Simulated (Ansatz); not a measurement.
# GaGe (F-43m) in Ansatz: further runs

The runs below take GaGe through single point, equation of state, with PBE.

All numbers are computed with Ansatz 0.2.0; they aren't measurements. Logs are shortened: lines on timing, memory, paths and dates and some standing lists are left out, and cuts for length are marked.

## 1. The crystal as given

Symmetry: F-43m, No. 216, cubic system. Conventional cell: a = 5.796 Å, b = 5.796 Å, c = 5.796 Å, α = 90.00°, β = 90.00°, γ = 90.00°. Ge (site symmetry -43m) has 4 Ga at 2.51 Å as nearest neighbours. Around Ga (site symmetry -43m) lie 4 Ge at 2.51 Å.

The cell comes from a database or a generator and needn't be the stable form of this composition.

## 2. Single point, PBE, 22.87 Å³/atom (volume scaled by 0.94)

Contents of input.yaml:

```yaml
crystal:
  lattice:
    - [0.0, 2.8386877276, 2.8386877276]
    - [2.8386877276, 0.0, 2.8386877276]
    - [2.8386877276, 2.8386877276, 0.0]
  atoms:
    - { symbol: Ge, position: [0.0, 0.0, 0.0] }
    - { symbol: Ga, position: [0.25, 0.25, 0.25] }
hamiltonian:
  xc: pbe
  pseudopotentials: { kind: nc, source: spms }
kpoints:
  mp_grid: { grid: [8, 8, 8] }
scf:
  occupations: { method: fermi_dirac, width: 0.05 }
output:
  forces: true
  stress: true
  eigenvalues: true
```

Potentials or basis: SPMS NC.

Run with:

```sh
$ ansatz run input.yaml --threads 2 --pin off --max-ram 5632MiB --backend cpu --events-out ev --progress --plain --runs-dir out
```

What it wrote:

```text
Warning: RAYON_NUM_THREADS=2 ignored (pool sized by the plan → 2); use --threads N
Engine: ansatz 0.2.0, aarch64-unknown-linux-gnu
Pseudopotentials: kind: nc
Pseudopotential: Ge, nc, valence charge 14, recommended cutoff 680.2846561497 eV (normal), Ge.nc.azcp
Pseudopotential: Ga, nc, valence charge 13, recommended cutoff 925.187132363592 eV (normal), Ga.nc.azcp
Functional definition: PBE
  parameter kappa = 0.804
  parameter beta = 0.06672455060314922
  exchange = pbe_x(kappa = kappa, mu = beta*pi^2/3)
  correlation = pbe_c(beta = beta)
Crystal: 2 atoms, lattice volume = 45.749 Å³
Basis set: ecut = 925.187132363592 eV, 2891 PW (Γ), exchange–correlation on 80×80×80 points (8 copies of the dense FFT grid, shifted against one another)
Bands: 18, of which v1, the nominal top of the filled ones, is band 14 counted from 1 (13 counted from 0)
Symmetry: 24 space group operations
Space group: F-43m (ITA 216), of the structure as read, at distance tolerance 3.6e-5 Å
k-points: 29 of 512 (time reversal used)
Non-local potential: Ge, projectors of the file, l = 0: 2, l = 1: 2, l = 2: 2
Non-local potential: Ga, projectors of the file, l = 0: 2, l = 1: 2, l = 2: 2
Initial density: superposition of atomic densities (chi_scale 0.1, normalization cell, long waves kept (reshape's long-wave potential 0.00 eV rms))
Initial wavefunctions: pseudopotential atomic-orbital guess
Functional: x = pbe(κ = 0.804, μ = 0.2195149727645171), c = pbe(β = 0.06672455060314922)
SCF iter   1: F=—  HF=-4198.565056 eV  |F-HF|=—  |Δ(HF+E_count)|=         —  Δρ=2.68e-2  dr2=2.51e-1  ethr=3.10e-3  ⟨swp⟩=5.6  Hψ=2619  notcnv=0
preconditioner: auto → none  [insulator: Δε(μ)=0.191 eV  Ē_g=20.589 eV  σ=0.050 eV  W_gap=0.62  n_scr=14 (ndim 8)  ℏωp=28.5 eV  f_vac=0.000  D(μ)=1.10/eV (n_scr^D=8)  ε∞_Penn≈2.9]
SCF iter   2: F=—  HF=-4198.526318 eV  |F-HF|=—  |Δ(HF+E_count)|=   3.87e-2  Δρ=1.15e-2  dr2=4.57e-2  ethr=9.30e-4  ⟨swp⟩=2.7  Hψ=1106  notcnv=0  defer=5
SCF iter   3: F=—  HF=-4198.526805 eV  |F-HF|=—  |Δ(HF+E_count)|=   4.87e-4  Δρ=2.24e-3  dr2=1.72e-3  ethr=1.69e-4  ⟨swp⟩=3.0  Hψ=1027  notcnv=0  defer=5
SCF iter   4: F=—  HF=-4198.526567 eV  |F-HF|=—  |Δ(HF+E_count)|=   2.38e-4  Δρ=5.87e-4  dr2=7.10e-5  ethr=6.39e-6  ⟨swp⟩=3.0  Hψ=921  notcnv=0  defer=5
SCF iter   5: F=—  HF=-4198.526579 eV  |F-HF|=—  |Δ(HF+E_count)|=   1.14e-5  Δρ=1.59e-4  dr2=3.57e-6  ethr=2.63e-7  ⟨swp⟩=2.1  Hψ=749  notcnv=0  defer=5
SCF iter   6: F=-4198.526582 eV  HF=-4198.526582 eV  |F-HF|=9.45e-8  |Δ(HF+E_count)|=   3.05e-6  Δρ=1.58e-5  dr2=5.15e-8  ethr=3.70e-10  ⟨swp⟩=6.8  Hψ=3316  notcnv=0
SCF 1 converged in 6 iterations: F = -4198.526582 eV  dr2 = 5.15e-8
SCF converged after 6 iterations
Free energy (F): -4198.526582 eV
Harris-Foulkes:  -4198.526582 eV  (|F-HF|=9.45e-8)
Internal energy: -4198.518105 eV  (E = F + TS)
E sigma→0 (E₀):  -4198.522343 eV
Entropy (-TS):   -0.008477 eV (-4.238 meV/atom)
Fermi energy:    8.647502 eV
--- Per-component energies (eV) ---
  E_band       = -180.507878
  E_kinetic    = 2910.918167
  E_local      = -3069.270805  (includes V_loc(G=0)·N_el)
  E_nonlocal   = -1737.510481
  E_hartree    = 1210.303274
  E_xc         = -1020.541992
  E_vxc        = -705.250151  (∫ρ·V_xc dr)
  E_ewald      = -2492.416267
  E_smearing   = -0.008477  (= −TS)
  E_closure    = 0.000000  (closes the sum)
  Σ components = -4198.526582   (vs F -4198.526582, Δ=0.00e0)
--- Forces (eV/Å), atoms counted from 1 ---
  atom   1  Ge     0.00000000     0.00000000    -0.00000000
  atom   2  Ga    -0.00000000     0.00000000     0.00000000
  max |Σ_I F_I| component: 3.01e-17 eV/Å
--- Stress (GPa, compression-positive) ---
        3.991407       0.000000       0.000000
        0.000000       3.991407      -0.000000
        0.000000      -0.000000       3.991407
  P = ⅓ Tr σ = 3.9914 GPa (39.914 kbar)
--- Band table (eV; the first three rows and the last of 29) ---
  k-point 0: bands = ["-15.3725", "-15.3725", "-15.3725", "-15.3423", "-15.3423", "-5.7322", "-5.7322", "-5.7322", "-5.6585", "-5.6585", "-2.2385", "10.4678", "10.4678", "10.4678", "11.3199", "13.1468", "13.1468", "13.1468"]
  k-point 1: bands = ["-15.3724", "-15.3720", "-15.3720", "-15.3422", "-15.3422", "-5.7373", "-5.7289", "-5.7289", "-5.6588", "-5.6588", "-2.0436", "8.3980", "10.1368", "10.1368", "11.9255", "13.5877", "13.5877", "14.1101"]
  k-point 2: bands = ["-15.3724", "-15.3708", "-15.3708", "-15.3418", "-15.3418", "-5.7496", "-5.7217", "-5.7217", "-5.6589", "-5.6589", "-1.4789", "5.9980", "9.5892", "9.5892", "11.4904", "14.1636", "14.1636", "16.2046"]
  k-point 28: bands = ["-15.3720", "-15.3704", "-15.3656", "-15.3430", "-15.3395", "-5.7792", "-5.7030", "-5.6924", "-5.6687", "-5.6575", "1.1362", "2.8605", "6.3268", "6.4381", "14.6175", "14.7896", "15.1041", "15.2640"]
```

It took 2.6 s on 2 threads of Arm Neoverse V2, shared host; peak memory 0.35 GiB.

Results:

| Property | Result |
| --- | --- |
| Free energy | -4198.5266 eV |
| Pressure | 4.0 GPa |
| Band gap on the k mesh | none (metal or under the smearing width) |

## 3. Single point, PBE, 23.36 Å³/atom (volume scaled by 0.96)

Edit input.yaml of step 2 so:

```diff
@@ -2,5 +2,5 @@
   lattice:
-    - [0.0, 2.8386877276, 2.8386877276]
-    - [2.8386877276, 0.0, 2.8386877276]
-    - [2.8386877276, 2.8386877276, 0.0]
+    - [0.0, 2.8586791449, 2.8586791449]
+    - [2.8586791449, 0.0, 2.8586791449]
+    - [2.8586791449, 2.8586791449, 0.0]
   atoms:
```

Potentials or basis: SPMS NC.

Run with:

```sh
$ ansatz run input.yaml --threads 2 --pin off --max-ram 5632MiB --backend cpu --events-out ev --progress --plain --runs-dir out
```

Run time: 2.4 s. Hardware: 2 threads of Arm Neoverse V2, shared host; peak memory 0.38 GiB.

Results (log left out):

| Item | Value |
| --- | --- |
| Free energy | -4198.5467 eV |
| Pressure | 2.7 GPa |
| Band gap on the k mesh | none (metal or under the smearing width) |

## 4. Single point, PBE, 23.85 Å³/atom (volume scaled by 0.98)

Edit input.yaml of step 3 so:

```diff
@@ -2,5 +2,5 @@
   lattice:
-    - [0.0, 2.8586791449, 2.8586791449]
-    - [2.8586791449, 0.0, 2.8586791449]
-    - [2.8586791449, 2.8586791449, 0.0]
+    - [0.0, 2.8783947965, 2.8783947965]
+    - [2.8783947965, 0.0, 2.8783947965]
+    - [2.8783947965, 2.8783947965, 0.0]
   atoms:
@@ -19 +19,5 @@
   eigenvalues: true
+  write_density: true
+  write_potential: true
+  elf: true
+  volumetric_format: npy
```

Run with:

```sh
$ ansatz run input.yaml --threads 2 --pin off --max-ram 5632MiB --backend cpu --events-out ev --progress --plain --runs-dir out
```

Wall time 3.6 s (2 threads of Arm Neoverse V2, shared host); peak memory 0.39 GiB.

It converged, with:

```
Free energy            : -4198.5592 eV
Pressure               : 1.5 GPa
Band gap on the k mesh : none (metal or under the smearing width)
```

## 5. Single point, PBE, 24.33 Å³/atom

Contents of input.yaml:

```yaml
crystal:
  lattice:
    - [0.0, 2.897844, 2.897844]
    - [2.897844, 0.0, 2.897844]
    - [2.897844, 2.897844, 0.0]
  atoms:
    - { symbol: Ge, position: [0.0, 0.0, 0.0] }
    - { symbol: Ga, position: [0.25, 0.25, 0.25] }
hamiltonian:
  xc: pbe
  pseudopotentials: { kind: nc, source: spms }
kpoints:
  mp_grid: { grid: [8, 8, 8] }
scf:
  occupations: { method: fermi_dirac, width: 0.05 }
output:
  forces: true
  stress: true
  eigenvalues: true
```

Run with:

```sh
$ ansatz run input.yaml --threads 2 --pin off --max-ram 5632MiB --backend cpu --events-out ev --progress --plain --runs-dir out
```

Run time: 2.5 s. Hardware: 2 threads of Arm Neoverse V2, shared host; peak memory 0.38 GiB.

The run converged. Its results:

```yaml
Free_energy: -4198.5648 eV
Pressure: 0.4 GPa
Band_gap_on_the_k_mesh: none (metal or under the smearing width)
```

## 6. Single point, PBE, 24.82 Å³/atom (volume scaled by 1.02)

Edit input.yaml of step 5 so:

```diff
@@ -2,5 +2,5 @@
   lattice:
-    - [0.0, 2.897844, 2.897844]
-    - [2.897844, 0.0, 2.897844]
-    - [2.897844, 2.897844, 0.0]
+    - [0.0, 2.9170355792, 2.9170355792]
+    - [2.9170355792, 0.0, 2.9170355792]
+    - [2.9170355792, 2.9170355792, 0.0]
   atoms:
```

Potentials or basis: SPMS NC.

Run with:

```sh
$ ansatz run input.yaml --threads 2 --pin off --max-ram 5632MiB --backend cpu --events-out ev --progress --plain --runs-dir out
```

Wall time 2.5 s (2 threads of Arm Neoverse V2, shared host); peak memory 0.38 GiB.

It converged, with:

```yaml
Free_energy: -4198.5642 eV
Pressure: -0.6 GPa
Band_gap_on_the_k_mesh: none (metal or under the smearing width)
```

## 7. Single point, PBE, 25.31 Å³/atom (volume scaled by 1.04)

Edit input.yaml of step 6 so:

```diff
@@ -2,5 +2,5 @@
   lattice:
-    - [0.0, 2.9170355792, 2.9170355792]
-    - [2.9170355792, 0.0, 2.9170355792]
-    - [2.9170355792, 2.9170355792, 0.0]
+    - [0.0, 2.9359778994, 2.9359778994]
+    - [2.9359778994, 0.0, 2.9359778994]
+    - [2.9359778994, 2.9359778994, 0.0]
   atoms:
```

Run with:

```sh
$ ansatz run input.yaml --threads 2 --pin off --max-ram 5632MiB --backend cpu --events-out ev --progress --plain --runs-dir out
```

Run time: 2.5 s. Hardware: 2 threads of Arm Neoverse V2, shared host; peak memory 0.39 GiB.

It converged, with:

```
Free energy            : -4198.5583 eV
Pressure               : -1.4 GPa
Band gap on the k mesh : none (metal or under the smearing width)
```

## 8. Single point, PBE, 25.79 Å³/atom (volume scaled by 1.06)

Edit input.yaml of step 7 so:

```diff
@@ -2,5 +2,5 @@
   lattice:
-    - [0.0, 2.9359778994, 2.9359778994]
-    - [2.9359778994, 0.0, 2.9359778994]
-    - [2.9359778994, 2.9359778994, 0.0]
+    - [0.0, 2.9546788998, 2.9546788998]
+    - [2.9546788998, 0.0, 2.9546788998]
+    - [2.9546788998, 2.9546788998, 0.0]
   atoms:
@@ -19 +19,5 @@
   eigenvalues: true
+  write_density: true
+  write_potential: true
+  elf: true
+  volumetric_format: npy
```

Run with:

```sh
$ ansatz run input.yaml --threads 2 --pin off --max-ram 5632MiB --backend cpu --events-out ev --progress --plain --runs-dir out
```

Run time: 4.3 s. Hardware: 2 threads of Arm Neoverse V2, shared host; peak memory 0.4 GiB.

The run converged. Its results:

| Property | Result |
| --- | --- |
| Free energy | -4198.5474 eV |
| Pressure | -2.2 GPa |
| Band gap on the k mesh | none (metal or under the smearing width) |

## 9. Equation of state, PBE

Potentials or basis: SPMS NC.

No new run: the results of the series are fitted here.

Results:

| Item | Value |
| --- | --- |
| Equilibrium volume | 24.53 Å³/atom |
| Bulk modulus | 48 GPa |
| Pressure derivative of the bulk modulus | 4.7 |

Energy against volume, from the lowest point:
| volume (Å³/atom) | energy (meV/atom) |
| --- | --- |
| 22.875 | 19.09 |
| 23.361 | 9.03 |
| 23.848 | 2.80 |
| 24.335 | 0.00 |
| 24.821 | 0.26 |
| 25.308 | 3.25 |
| 25.795 | 8.67 |
